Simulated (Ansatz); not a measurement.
# AgRh: equation of state with PBEsol

The system is AgRh.

```
Ag Rh
1.0
     2.77759    0.00000    0.00000
    -1.38879    2.40546    0.00000
     0.00000    0.00000    4.80860
Ag Rh
1 1
Direct
  0.00000 0.00000 0.50000
  0.66667 0.33333 0.00000
```

The cell comes from a database or a generator and needn't be the stable form of this composition.

```yaml
Program: Ansatz 0.2.0
Task: equation of state
Functional: PBEsol
Potentials_or_basis: Ansatz PAW
Cutoff: 420 eV
Density_cutoff: 1680 eV
k_mesh: 11 × 11 × 6
Occupations: fermi-dirac, width 0.05 eV
Spin: no spin polarisation
```

| Property | Result |
| --- | --- |
| Equilibrium volume | 15.03 Å³/atom (rough: see the caveat) |
| Bulk modulus at fixed shape and positions | 191 GPa (rough) |

Energy against volume, from the lowest point:
```tsv
volume (Å³/atom)	energy (meV/atom)
15.100	0.00
15.421	5.55
15.743	18.03
16.064	36.54
16.385	60.30
16.707	88.60
17.028	120.85
```

All runs of the series together: 29 s on 2 threads of Intel(R) Xeon(R) Processor @ 2.50GHz (Skylake/Cascade Lake), with other jobs on the host.

Caveat: the minimum lies outside the volumes run; the cell was scaled at fixed shape and fractional positions, which overstates the stiffness of a crystal with free parameters, most of all of layers and chains.
